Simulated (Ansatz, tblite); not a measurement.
# In5Sb5 wurtzite bond disc (In₅Sb₅H₁₈): rung by rung

The task here is to estimate one member of a computed series from the others.

Method: as each input shows; program: Ansatz 0.2.0, Gaussian basis.

The runs, in order: GFN1-xTB, GFN2-xTB, PBE-D4/def2-TZVP, r2SCAN-D4/def2-TZVP, LDA/def2-TZVP, ωB97X-V/def2-TZVP, revPBE-D4/def2-TZVP, PBE-D4/def2-SVP, PBE0-D4/def2-SVP, MP2/def2-TZVP, RPA/def2-TZVP.

### The geometry

The singlet was relaxed beforehand with PBE-D4/def2-SVP.

28 atoms, charge 0, spin multiplicity 1.

Bond lengths: Sb1–In2 2.933 Å, Sb1–In6 2.902 Å, Sb1–H11 1.722 Å, Sb1–H12 1.720 Å, In2–Sb3 2.893 Å, In2–H13 1.739 Å, In2–H14 1.739 Å, Sb3–In4 2.893 Å, Sb3–In8 2.827 Å, Sb3–H15 1.724 Å, In4–Sb5 2.933 Å, In4–H16 1.739 Å, In4–H17 1.740 Å, Sb5–In10 2.902 Å, Sb5–H18 1.720 Å, Sb5–H19 1.722 Å, In6–Sb7 2.931 Å, In6–H20 1.737 Å and more. Angles: In2–Sb1–In6 135.9°, In2–Sb1–H11 105.6°, In2–Sb1–H12 106.3°, In6–Sb1–H11 103.8°, In6–Sb1–H12 103.5°, H11–Sb1–H12 94.3°, Sb1–In2–Sb3 100.9°, Sb1–In2–H13 104.3°, Sb1–In2–H14 104.0°, Sb3–In2–H13 107.3°, Sb3–In2–H14 107.3°, H13–In2–H14 129.5°, In2–Sb3–In4 114.7°, In2–Sb3–In8 116.4°, In2–Sb3–H15 103.7°, In4–Sb3–In8 116.5°, In4–Sb3–H15 103.7°, In8–Sb3–H15 98.3° and more.

In, Sb take a core potential in the def2 sets. No spin-orbit coupling is included.

PBE0-D4/def2-TZVP was run before; its log isn't repeated, and its numbers join the tables.

The first run:

Tight binding, by tblite at 300 K electronic temperature and without a spin-polarisation term:

```python
tblite.interface.Calculator('GFN1-xTB', numbers, positions, charge=0, uhf=0).singlepoint()
```

Tight binding, by tblite at 300 K electronic temperature and without a spin-polarisation term:

```python
tblite.interface.Calculator('GFN2-xTB', numbers, positions, charge=0, uhf=0).singlepoint()
```

start.molden holds the orbitals of an earlier run on this state, given as this run's starting guess.

Contents of in.yaml:

```yaml
crystal:
  periodic: [false, false, false]
  atoms:
    - {symbol: Sb, position_ang: [1.275168, -4.375339, -0.412726]}
    - {symbol: In, position_ang: [-1.379910, -3.614680, 0.574228]}
    - {symbol: Sb, position_ang: [-1.276340, -0.739758, 0.264952]}
    - {symbol: In, position_ang: [-3.820766, 0.602083, 0.573846]}
    - {symbol: Sb, position_ang: [-3.158754, 3.284792, -0.410674]}
    - {symbol: In, position_ang: [4.006261, -3.531921, 0.090644]}
    - {symbol: Sb, position_ang: [3.160465, -0.726507, 0.005972]}
    - {symbol: In, position_ang: [0.976874, 0.563712, 1.367227]}
    - {symbol: Sb, position_ang: [0.945326, 3.099789, 0.006043]}
    - {symbol: In, position_ang: [-1.065314, 5.231673, 0.090089]}
    - {symbol: H, position_ang: [1.344315, -6.091075, -0.279509]}
    - {symbol: H, position_ang: [1.168148, -4.383913, -2.129007]}
    - {symbol: H, position_ang: [-2.475982, -4.226483, -0.629752]}
    - {symbol: H, position_ang: [-1.306924, -3.954344, 2.278317]}
    - {symbol: H, position_ang: [-0.897674, -0.520965, -1.402762]}
    - {symbol: H, position_ang: [-4.898412, -0.043884, -0.628745]}
    - {symbol: H, position_ang: [-4.076385, 0.833971, 2.278769]}
    - {symbol: H, position_ang: [-3.229456, 3.202748, -2.126784]}
    - {symbol: H, position_ang: [-4.609452, 4.201526, -0.265390]}
    - {symbol: H, position_ang: [4.976891, -3.808850, -1.323241]}
    - {symbol: H, position_ang: [4.343421, -3.834903, 1.766831]}
    - {symbol: H, position_ang: [2.724013, -0.430110, -1.630617]}
    - {symbol: H, position_ang: [4.487224, 0.371427, -0.002011]}
    - {symbol: H, position_ang: [1.199441, 0.692273, 3.085871]}
    - {symbol: H, position_ang: [0.983621, 2.571612, -1.630154]}
    - {symbol: H, position_ang: [2.558707, 3.701731, -0.002889]}
    - {symbol: H, position_ang: [-1.156306, 5.679711, 1.765271]}
    - {symbol: H, position_ang: [-0.820801, 6.206984, -1.326398]}
basis:
  gaussian: {orbitals: def2-TZVP, fitting: {mean_field: def2-universal-jkfit}, initial_orbitals: start.molden}
hamiltonian: {xc: pbe, dispersion: d4}
scf: {omitted_lower_state_checks: [starts]}
output: {forces: true, orbitals: {seedname: orbitals}}
```

Launch:

```
$ ansatz run in.yaml --threads 2 --pin off --events-out ev --progress --plain --max-ram 31744MiB --backend cuda --devices 0, --max-vram 18GiB
```

Steps of the session up to this table: PBE-D4/def2-TZVP; r2SCAN-D4/def2-TZVP; LDA/def2-TZVP; ωB97X-V/def2-TZVP; revPBE-D4/def2-TZVP; PBE-D4/def2-SVP; PBE0-D4/def2-SVP; MP2/def2-TZVP; RPA/def2-TZVP.

One table of the session follows, with a row left open; its other results are not shown here.

It belongs to the step «Binding energy». 

```
              level  binding an atom (eV)
       HF/def2-TZVP                 1.399
      LDA/def2-TZVP                 2.501
    PBE-D4/def2-SVP                 2.115
   PBE-D4/def2-TZVP                 2.134
revPBE-D4/def2-TZVP                 2.069
r2SCAN-D4/def2-TZVP                 2.143
   PBE0-D4/def2-SVP                     ?
  PBE0-D4/def2-TZVP                 2.126
  ωB97X-V/def2-TZVP                 2.214
      MP2/def2-TZVP                 1.960
```

Q: Estimate the row for PBE0-D4/def2-SVP from the others.

**Answer.** binding an atom (eV): 2.105. In the column «binding an atom (eV)» it lies between revPBE-D4/def2-TZVP (2.069) and PBE-D4/def2-SVP (2.115).

Limits of these values: Free atoms were run apart at each level; binding is atoms less cluster, divided by the number of atoms, without zero-point or spin-orbit terms.
